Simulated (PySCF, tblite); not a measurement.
# C5H14GeSi: geometry, infrared bands, NMR shifts and electronic excitations

What infrared bands, NMR shifts and electronic excitations should C5H14GeSi (`[GeH3][SiH2]C1CCCC1`) show?

The runs use tblite 0.8.0 and PySCF 2.14.0, with density-fitted response routines of our own; the level of theory stands in each step. All values are computed, except where a source is named. Atoms are numbered from 0 throughout.

## 1. The starting structure

21 atoms, charge 0, multiplicity 1; geometry from: force field or distance geometry start.

Bonds of the start (Å): Ge0–Si1 2.31, Si1–C2 1.86, C2–C3 1.53, C3–C4 1.53, C4–C5 1.53, C5–C6 1.53, C6–C2 1.52, Ge0–H7 1.55, Ge0–H8 1.55, Ge0–H9 1.56, Si1–H10 1.48, Si1–H11 1.47, C2–H12 1.11, C3–H13 1.12, C3–H14 1.11, C4–H15 1.11, C4–H16 1.11, C5–H17 1.11, C5–H18 1.10, C6–H19 1.12, C6–H20 1.10.

## 2. Geometry optimisation with GFN2-xTB

Job settings and geometry (Å):

```
{"job": {"kind": "relax", "xc": "GFN2-xTB", "basis": "xTB"}, "charge": 0, "multiplicity": 1}
Ge     3.140600     0.961400    -0.585700
Si     1.726200    -0.753200     0.053600
C     -0.035200    -0.315300    -0.365300
C     -0.527500     0.948000     0.338400
C     -2.044300     0.804100     0.424800
C     -2.370500    -0.675200     0.206400
C     -1.032900    -1.390600     0.029700
H      4.602700     0.606500    -0.225000
H      3.007500     1.176900    -2.112900
H      2.714800     2.260100     0.160900
H      1.845700    -0.967600     1.512500
H      2.106400    -1.993300    -0.641100
H     -0.112900    -0.149000    -1.457900
H     -0.114000     0.983500     1.378900
H     -0.229600     1.867700    -0.200700
H     -2.516900     1.413500    -0.375200
H     -2.420900     1.163800     1.404000
H     -2.923300    -1.092900     1.078700
H     -2.986200    -0.797900    -0.699700
H     -0.735100    -1.852400     1.009900
H     -1.103500    -2.180900    -0.737900
```

On the command line:

```
$ OMP_NUM_THREADS=1 python probes_run.py task.json out
```

The driver reads the jobs from task.json and runs them one after another.

**Question.** This job is followed by: GFN2-xTB harmonic vibrations, gas phase; PBE0-D3(BJ)/def2-SVP geometry optimisation, gas phase; GIAO PBE0/pcSseg-1 NMR shielding, non-relativistic, gas phase; TDDFT PBE0/def2-SVPD, vertical, gas phase, core orbitals frozen in the response; GIAO KT3/pcSseg-1 NMR shielding, non-relativistic, gas phase. Predict these results of the whole session: strongest single infrared mode (GFN2-xTB); zero-point energy (GFN2-xTB); point group; rotational constants (main isotopes); ¹³C shifts against TMS (PBE0/pcSseg-1, means over atoms taken as alike); ¹H shifts against TMS (PBE0/pcSseg-1, means over atoms taken as alike); ⁷³Ge shifts against GeMe4 (PBE0/pcSseg-1); ²⁹Si shifts against TMS (PBE0/pcSseg-1); surface potential, 1st and 99th percentile; lowest singlet (PBE0/def2-SVPD); brightest single state of those computed; lowest triplet; vertical ionisation energy (ΔSCF); range of the shift of Ge0.

The runs gave:

| quantity | value |
| --- | --- |
| strongest single infrared mode (GFN2-xTB) | 676 cm⁻¹, 647 km/mol |
| zero-point energy (GFN2-xTB) | 105.0 kcal/mol |
| point group | C1 |
| rotational constants (main isotopes) | 3.59, 0.57, 0.51 GHz |
| ¹³C shifts against TMS (PBE0/pcSseg-1, means over atoms taken as alike) | 35.1, 27.2, 25.0 ppm |
| ¹H shifts against TMS (PBE0/pcSseg-1, means over atoms taken as alike) | 3.94, 3.48, 1.79, 1.71, 1.56, 1.09, 0.69 ppm |
| ⁷³Ge shifts against GeMe4 (PBE0/pcSseg-1) | -350 ppm |
| ²⁹Si shifts against TMS (PBE0/pcSseg-1) | -55.1 ppm |
| surface potential, 1st and 99th percentile | -0.10 V and 0.68 V |
| lowest singlet (PBE0/def2-SVPD) | 6.98 eV (178 nm), f = 0.052 |
| brightest single state of those computed | state 5, 7.65 eV, f = 0.226 |
| lowest triplet | 6.27 eV |
| vertical ionisation energy (ΔSCF) | 9.50 eV |
| range of the shift of Ge0 | -350 to -340 ppm |

Relaxing lowered the energy by 0.295 eV in 57 steps; the close pair that moved most is Ge0–H9, from 1.557 to 1.501 Å (GFN2-xTB). The lowest mode is slightly imaginary (5i cm⁻¹), a soft motion within the noise of the Hessian, so the minimum is not strictly shown. The strongest single mode, at 676 cm⁻¹, moves mainly H10 and H11. Unscaled tight-binding wavenumbers are off by several per cent, some by more. Its intensities can rank the bands wrongly. Over 4 steps the energy fell by 0.168 eV; of the close pairs, Ge0–Si1 changed most, 2.337 to 2.383 Å (PBE0/def2-SVP). At PBE0/pcSseg-1: The widest tensor belongs to Si1: span 100 ppm, with a paramagnetic part of -473 ppm. The lowest singlet, at 6.98 eV, is HOMO→LUMO+1 0.68, HOMO→LUMO 0.27 and is bright; of the 10 states computed, the strongest absorption comes from state 5 at 7.65 eV. The lowest triplet lies 0.71 eV below the lowest singlet (triplets in Tamm-Dancoff, singlets in full TDDFT). ΔSCF puts the ionisation energy at 9.50 eV, 1.71 eV above −ε(HOMO). Across the 2 runs the shift of Ge0 moves most, between -350 (PBE0/pcSseg-1) and -340 ppm (KT3/pcSseg-1). Spin-orbit coupling is left out, which matters for shieldings and couplings at and beside the heavy atoms.
